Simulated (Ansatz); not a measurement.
# CH5ClGe: shape, modes and thermochemistry

What shape does CH5ClGe take? The plan is to relax it, then compute its harmonic vibrations to see whether it is a minimum and to get the zero-point energy and entropy, and look at its orbitals and charge.

Method: RKS PBE0-D4/def2-TZVP; program: Ansatz 0.2.0, Gaussian basis.

Plan: relaxation at PBE-D4/def2-SVP; relaxation at PBE0-D4/def2-TZVP; harmonic vibrations at the same level; a single point in def2-TZVPP for the fields.

## (1) The system as given

SMILES `Cl[CH2][GeH3]`, 8 atoms, charge 0, spin multiplicity 1.

Atoms are counted from 1 here; the program's logs count them from 0.

Bond lengths: Cl1–C2 1.733 Å, C2–Ge3 1.917 Å, C2–H4 1.120 Å, C2–H5 1.109 Å, Ge3–H6 1.563 Å, Ge3–H7 1.536 Å, Ge3–H8 1.618 Å. Angles: Cl1–C2–Ge3 107.5°, Cl1–C2–H4 113.4°, Cl1–C2–H5 111.5°, Ge3–C2–H4 107.5°, Ge3–C2–H5 110.2°, H4–C2–H5 106.5°, C2–Ge3–H6 110.2°, C2–Ge3–H7 111.7°, C2–Ge3–H8 109.4°, H6–Ge3–H7 110.1°, H6–Ge3–H8 107.3°, H7–Ge3–H8 108.0°.

As a file:

```csv
atom,x (Å),y (Å),z (Å)
Cl1,-2.1625,0.2971,-0.3186
C2,-0.4935,0.4247,-0.7680
Ge3,0.5438,-0.3848,0.6265
H4,-0.2478,-0.1059,-1.7228
H5,-0.1893,1.4818,-0.9074
H6,0.3410,0.3906,1.9686
H7,0.1854,-1.8669,0.8146
H8,2.1151,-0.2937,0.2513
```

The start is a force-field geometry with small random shifts, so a cheaper pass at PBE-D4/def2-SVP comes first.

## (2) Relaxation at PBE-D4/def2-SVP (cheap first pass)

The input, in.yaml:

```yaml
crystal:
  periodic: [false, false, false]
  atoms:
    - {symbol: Cl, position_ang: [-2.162500, 0.297100, -0.318600]}
    - {symbol: C, position_ang: [-0.493500, 0.424700, -0.768000]}
    - {symbol: Ge, position_ang: [0.543800, -0.384800, 0.626500]}
    - {symbol: H, position_ang: [-0.247800, -0.105900, -1.722800]}
    - {symbol: H, position_ang: [-0.189300, 1.481800, -0.907400]}
    - {symbol: H, position_ang: [0.341000, 0.390600, 1.968600]}
    - {symbol: H, position_ang: [0.185400, -1.866900, 0.814600]}
    - {symbol: H, position_ang: [2.115100, -0.293700, 0.251300]}
basis:
  gaussian: {orbitals: def2-SVP}
hamiltonian: {xc: pbe, dispersion: d4}
relax: {f_tol: 0.03, max_steps: 200}
```

On the command line:

```console
$ ansatz run in.yaml --threads 2 --pin off --events-out ev --progress --plain --max-ram 4352MiB
```

The log of the run, cut to the lines that bear on the results:

```text
Functional definition: PBE
  name "PBE"
  cite "Perdew, Burke & Ernzerhof, Phys. Rev. Lett. 77, 3865 (1996) doi:10.1103/PhysRevLett.77.3865"
  parent pbe
[...]
994 factors; their error is unknown
[...]
mean field -70131.58213591 eV, -2577.2881066010 hartree, gradient 1.7e-5 eV, S^2 0.000000; 0 other end points of the search recorded, 0 dependent functions left out
[...]
reference -70131.58217017 eV, -2577.2881078599 hartree; 30, 30 occupied and 59, 59 virtual orbitals, 994 factors
relax step   1: F+E_penalty+E_count = -70131.73385642 eV  Δ(F+E_penalty+E_count) = +0.000e0 eV  max|allowed force component| = 1.822e0 eV/Å  Δτ_max = 0.0000 Å  (25 SCF iters, accepted)
[...]
relax step   4: F+E_penalty+E_count = -70131.88628795 eV  Δ(F+E_penalty+E_count) = -2.180e-2 eV  max|allowed force component| = 9.407e-2 eV/Å  Δτ_max = 0.0377 Å  (26 SCF iters, accepted)
[...]
relax step   5: F+E_penalty+E_count = -70131.88678876 eV  Δ(F+E_penalty+E_count) = -5.008e-4 eV  max|allowed force component| = 6.588e-3 eV/Å  Δτ_max = 0.0092 Å  (27 SCF iters, accepted)
994 factors; their error is unknown
mean field -70131.73792838 eV, -2577.2938318685 hartree, gradient 9.9e-6 eV, S^2 0.000000; 1 other end points of the search recorded, 0 dependent functions left out
[...]
reference -70131.73796263 eV, -2577.2938331272 hartree; 30, 30 occupied and 59, 59 virtual orbitals, 994 factors
Total energy: -70131.88682301 eV, -2577.2993036454 hartree
Atom 0 at    -2.224968     0.328455    -0.376798 Å, force     0.006588    -0.001734     0.003256 eV/Å
Atom 1 at    -0.470111     0.422684    -0.778009 Å, force     0.004550    -0.001553     0.001264 eV/Å
Atom 2 at     0.615857    -0.393190     0.664203 Å, force     0.001876     0.000359    -0.001582 eV/Å
Atom 3 at    -0.308518    -0.104215    -1.738329 Å, force    -0.004338     0.001486    -0.001009 eV/Å
Atom 4 at    -0.205844     1.489208    -0.914393 Å, force    -0.003527     0.000682    -0.001836 eV/Å
Atom 5 at     0.360016     0.374466     1.983583 Å, force    -0.002686    -0.000644    -0.002822 eV/Å
Atom 6 at     0.206897    -1.877293     0.824527 Å, force    -0.001734     0.003106    -0.001249 eV/Å
Atom 7 at     2.118872    -0.297213     0.279416 Å, force    -0.000729    -0.001702     0.003977 eV/Å
Dipole moment:     0.282024     0.044866    -0.121986 e Å
```

It took 8 s on 2 threads of Arm Neoverse V1, shared host.

The steps of the relaxation:

```csv
step,energy from step 1 (eV),largest force component (eV/Å)
1,0.0000,1.8224
2,-0.1283,0.7276
3,-0.1306,0.8110
4,-0.1524,0.0941
5,-0.1529,0.0066
```

Distances of close pairs at the start and the end, largest changes first:

```csv
bond,before (Å),after (Å),change (Å)
Cl1–C2,1.733,1.803,+0.069
C2–Ge3,1.917,1.981,+0.064
Ge3–H8,1.618,1.554,-0.064
Ge3–H6,1.563,1.548,-0.015
C2–H4,1.120,1.107,-0.012
Ge3–H7,1.536,1.548,+0.011
C2–H5,1.109,1.107,-0.002
```

## (3) Geometry optimisation, PBE0-D4/def2-TZVP

The input, in.yaml:

```yaml
crystal:
  periodic: [false, false, false]
  atoms:
    - {symbol: Cl, position_ang: [-2.224968, 0.328455, -0.376798]}
    - {symbol: C, position_ang: [-0.470111, 0.422684, -0.778009]}
    - {symbol: Ge, position_ang: [0.615857, -0.393190, 0.664203]}
    - {symbol: H, position_ang: [-0.308518, -0.104215, -1.738329]}
    - {symbol: H, position_ang: [-0.205844, 1.489208, -0.914393]}
    - {symbol: H, position_ang: [0.360016, 0.374466, 1.983583]}
    - {symbol: H, position_ang: [0.206897, -1.877293, 0.824527]}
    - {symbol: H, position_ang: [2.118872, -0.297213, 0.279416]}
basis:
  gaussian: {orbitals: def2-TZVP}
hamiltonian: {xc: pbe0, dispersion: d4}
relax: {f_tol: 0.005, max_steps: 150}
```

The command is unchanged.

The log of the run, cut to the lines that bear on the results:

```text
Functional definition: PBE0
  name "PBE0"
  cite "Adamo & Barone, J. Chem. Phys. 110, 6158 (1999) doi:10.1063/1.478522"
  cite "Perdew, Burke & Ernzerhof, Phys. Rev. Lett. 77, 3865 (1996) doi:10.1103/PhysRevLett.77.3865"
  parent pbe
[...]
1069 factors; their error is unknown
[...]
mean field -70147.29373080 eV, -2577.8654970634 hartree, gradient 2.5e-5 eV, S^2 0.000000; 0 other end points of the search recorded, 0 dependent functions left out
[...]
reference -70147.29375945 eV, -2577.8654981163 hartree; 30, 30 occupied and 116, 116 virtual orbitals, 1069 factors
relax step   1: F+E_penalty+E_count = -70147.41890999 eV  Δ(F+E_penalty+E_count) = +0.000e0 eV  max|allowed force component| = 5.506e-1 eV/Å  Δτ_max = 0.0000 Å  (25 SCF iters, accepted)
[...]
reference -70147.31734173 eV, -2577.8663647493 hartree; 30, 30 occupied and 116, 116 virtual orbitals, 1069 factors
Total energy: -70147.44307185 eV, -2577.8709852458 hartree
Atom 0 at    -2.198883     0.330563    -0.379985 Å, force    -0.001299     0.000431    -0.000386 eV/Å
Atom 1 at    -0.463809     0.419203    -0.772490 Å, force     0.001189     0.000012    -0.000169 eV/Å
Atom 2 at     0.612070    -0.391004     0.660306 Å, force    -0.000376     0.000649    -0.001188 eV/Å
Atom 3 at    -0.312531    -0.100940    -1.717317 Å, force     0.000308    -0.000359     0.000715 eV/Å
Atom 4 at    -0.209398     1.469641    -0.906612 Å, force     0.000440    -0.000488     0.000548 eV/Å
Atom 5 at     0.357079     0.371364     1.966755 Å, force     0.000128    -0.000126     0.000776 eV/Å
Atom 6 at     0.207443    -1.862423     0.815885 Å, force     0.000255    -0.000649     0.000440 eV/Å
Atom 7 at     2.100230    -0.293501     0.277659 Å, force    -0.000645     0.000531    -0.000738 eV/Å
Dipole moment:     0.327874     0.036053    -0.111594 e Å
```

Wall time 19 s (2 threads of Arm Neoverse V1, shared host).

Step by step:

```csv
step,energy from step 1 (eV),largest force component (eV/Å)
1,0.0000,0.5506
2,-0.0219,0.1695
3,-0.0238,0.0889
4,-0.0241,0.0354
5,-0.0241,0.0013
```

Distances of close pairs at the start and the end, largest changes first:

```csv
bond,before (Å),after (Å),change (Å)
Cl1–C2,1.803,1.781,-0.021
C2–H4,1.107,1.089,-0.018
C2–H5,1.107,1.089,-0.018
Ge3–H8,1.554,1.540,-0.015
C2–Ge3,1.981,1.966,-0.015
Ge3–H7,1.548,1.534,-0.014
Ge3–H6,1.548,1.534,-0.014
```

Mulliken charges at the end point, from the run's report:

```csv
atom,value (e)
Cl1,-0.15
C2,-0.27
Ge3,0.07
H4,0.16
H5,0.16
H6,0.01
H7,0.01
H8,0.00
```

## (4) Vibrations by finite differences

The input, in.yaml:

```yaml
crystal:
  periodic: [false, false, false]
  atoms:
    - {symbol: Cl, position_ang: [-2.198883, 0.330563, -0.379985]}
    - {symbol: C, position_ang: [-0.463809, 0.419203, -0.772490]}
    - {symbol: Ge, position_ang: [0.612070, -0.391004, 0.660306]}
    - {symbol: H, position_ang: [-0.312531, -0.100940, -1.717317]}
    - {symbol: H, position_ang: [-0.209398, 1.469641, -0.906612]}
    - {symbol: H, position_ang: [0.357079, 0.371364, 1.966755]}
    - {symbol: H, position_ang: [0.207443, -1.862423, 0.815885]}
    - {symbol: H, position_ang: [2.100230, -0.293501, 0.277659]}
basis:
  gaussian: {orbitals: def2-TZVP}
hamiltonian: {xc: pbe0, dispersion: d4}
phonons: {temperatures: {t_min: 298.15, t_max: 900, t_step: 200}}
```

Same command.

The log of the run, cut to the lines that bear on the results:

```text
Functional definition: PBE0
  name "PBE0"
  cite "Adamo & Barone, J. Chem. Phys. 110, 6158 (1999) doi:10.1063/1.478522"
  cite "Perdew, Burke & Ernzerhof, Phys. Rev. Lett. 77, 3865 (1996) doi:10.1103/PhysRevLett.77.3865"
  parent pbe
[...]
1069 factors; their error is unknown
[...]
mean field -70147.31731331 eV, -2577.8663637046 hartree, gradient 2.6e-5 eV, S^2 0.000000; 0 other end points of the search recorded, 0 dependent functions left out
[...]
reference -70147.31734176 eV, -2577.8663647503 hartree; 30, 30 occupied and 116, 116 virtual orbitals, 1069 factors
[...]
1069 factors; their error is unknown
[...]
mean field -70147.31721615 eV, -2577.8663601343 hartree, gradient 1.5e-6 eV, S^2 0.000000; 0 other end points of the search recorded, 0 dependent functions left out
[...]
Atom 0 at    -2.198883     0.330563    -0.379985 Å, force    -0.001308     0.000431    -0.000384 eV/Å
Atom 1 at    -0.463809     0.419203    -0.772490 Å, force     0.001200    -0.000015    -0.000167 eV/Å
Atom 2 at     0.612070    -0.391004     0.660306 Å, force    -0.000375     0.000662    -0.001197 eV/Å
Atom 3 at    -0.312531    -0.100940    -1.717317 Å, force     0.000306    -0.000356     0.000719 eV/Å
Atom 4 at    -0.209398     1.469641    -0.906612 Å, force     0.000445    -0.000469     0.000546 eV/Å
Atom 5 at     0.357079     0.371364     1.966755 Å, force     0.000128    -0.000123     0.000781 eV/Å
Atom 6 at     0.207443    -1.862423     0.815885 Å, force     0.000254    -0.000660     0.000440 eV/Å
Atom 7 at     2.100230    -0.293501     0.277659 Å, force    -0.000650     0.000530    -0.000737 eV/Å
Dipole moment:     0.327874     0.036053    -0.111593 e Å
Vibrations: 128.63 164.65 481.49 492.73 647.14 768.16 788.85 825.62 879.00 883.33 1131.16 1194.81 1436.43 2146.20 2173.18 2178.03 3099.53 3165.03 cm⁻¹, zero-point energy 1.400028 eV
```

Run time: 99 s. Hardware: 2 threads of Arm Neoverse V1, shared host.

Motions are named by where the mode's potential energy lies. The modes, unscaled (a negative number is an imaginary wavenumber):

```csv
mode,cm⁻¹,motion
1,129,torsion
2,165,bend
3,481,bend
4,493,bend with Ge–C stretch
5,647,Ge–C stretch with bend
6,768,C–Cl stretch
7,789,bend with torsion
8,826,bend
9,879,bend with torsion
10,883,bend with torsion
11,1131,bend
12,1195,bend
13,1436,bend
14,2146,Ge–H stretch
15,2173,Ge–H stretch
16,2178,Ge–H stretch
17,3100,C–H stretch
18,3165,C–H stretch
```

Ideal gas, rigid rotor and harmonic oscillator at 298.15 K and 1 bar, with symmetry number 1:

```csv
term,value
zero-point energy,32.3 kcal/mol
H(298) − E,36.1 kcal/mol
"entropy, translation",169.1 J/(mol K)
"entropy, rotation",107.8 J/(mol K)
"entropy, vibration",34.6 J/(mol K)
"entropy, total",311.5 J/(mol K)
```

## (5) Fields at the relaxed geometry

Edit in.yaml of step 4 so:

```diff
@@ -12,4 +12,4 @@
 basis:
-  gaussian: {orbitals: def2-TZVP}
+  gaussian: {orbitals: def2-TZVPP}
 hamiltonian: {xc: pbe0, dispersion: d4}
-phonons: {temperatures: {t_min: 298.15, t_max: 900, t_step: 200}}
+output: {orbitals: {seedname: orbitals}}
```

The command is unchanged.

The log of the run:

```text
Functional definition: PBE0
  name "PBE0"
  cite "Adamo & Barone, J. Chem. Phys. 110, 6158 (1999) doi:10.1063/1.478522"
  cite "Perdew, Burke & Ernzerhof, Phys. Rev. Lett. 77, 3865 (1996) doi:10.1103/PhysRevLett.77.3865"
  parent pbe
  parameter a = 0.25
  parameter kappa = 0.804
  parameter beta = 0.06672455060314922
  exchange = (1 - a)*pbe_x(kappa = kappa, mu = beta*pi^2/3) + a*exact_x
  correlation = pbe_c(beta = beta)
1201 factors; their error is unknown
mean field evaluation 1: about -70143.9457 eV, gradient 4.0e1 eV
mean field evaluation 2: about -70141.4123 eV, gradient 5.0e1 eV
mean field evaluation 4: about -70147.0576 eV, gradient 1.5e0 eV
mean field evaluation 8: about -70147.3580 eV, gradient 3.8e-2 eV
mean field -70147.35796184 eV, -2577.8678575105 hartree, gradient 2.5e-5 eV, S^2 0.000000; 0 other end points of the search recorded, 0 dependent functions left out
reference -70147.35799042 eV, -2577.8678585610 hartree; 30, 30 occupied and 161, 161 virtual orbitals, 1201 factors
Total energy: -70147.48372053 eV, -2577.8724790572 hartree
```

It took 3.2 s on 2 threads of Arm Neoverse V1, shared host; peak memory 0.42 GiB.

The fields below are evaluated on a grid from the run's orbitals.

Frontier orbitals at PBE0-D4/def2-TZVPP, with the share of their density that lies nearest to each atom:

```csv
orbital,energy (eV),lies on
HOMO,-7.99,Cl1 61 %; C2 15 %; Ge3 8 %
LUMO,0.26,"Cl1 26 %; C2 17 %; H4, H5, H8 about 12 % each"
```

ELF in a plane through or near 4 of the atoms.

Ten even steps from '0' (0.00) to '9' (1.00):
```
0000000000000000000000000000
0000000000000000000000000000
0000000122100000000000000000
0000004777520000000000000000
0000269999972000000000000000
0001699999983000001000000000
0002799999983101233210000000
0001589999743344466521000000
0000258985221475336520000000
0000013422663395284421000000
0000001213655287437644442100
0000001221231244577568875300
0000001233221212562326886300
0000000122321003772635876300
0000000001100015897347754100
0000000000000015788765321000
0000000000000002455432100000
0000000000000001233210000000
0000000000000000000000000000
0000000000000000000000000000
```
The map spans 8.9 Å across and 7.8 Å up, centred on the molecule. Atoms in the plane (x, y in Å): Cl1 (1.8, -1.3), C2 (1.0, 0.2), Ge3 (-1.0, -0.1), H8 (-1.7, 1.3).

On the surface of density 0.002 e/bohr³ the electrostatic potential runs, from the 1st to the 99th percentile, from -0.62 V near Cl1 to 1.22 V near H4.

## (6) Outcome

```
                  quantity            value
               point group               Cs
                     steps            5 + 5
shift from the start (rms)          0.050 Å
              total energy   -70147.4431 eV
           dispersion term         -126 meV
             dipole moment           1.67 D
lowest, highest wavenumber   129, 3165 cm⁻¹
         zero-point energy    32.3 kcal/mol
       entropy at 298.15 K  311.5 J/(mol K)
                HOMO, LUMO   -7.99, 0.26 eV
```

The atoms moved 0.05 Å (rms) from the start; the bond that changed most is Ge3–H8, from 1.618 to 1.540 Å. All wavenumbers are real, so the end point is a minimum. The stiffest mode, 3165 cm⁻¹, is a C–H stretch, and 2 modes under 200 cm⁻¹ make the vibrational entropy uncertain. Harmonic hybrid wavenumbers usually lie a few per cent above measured fundamentals. The largest Mulliken charge, -0.27 e, sits on C2. The HOMO lies mostly on Cl1 61 %; C2 15 % and the LUMO on Cl1 26 %; C2 17 %.
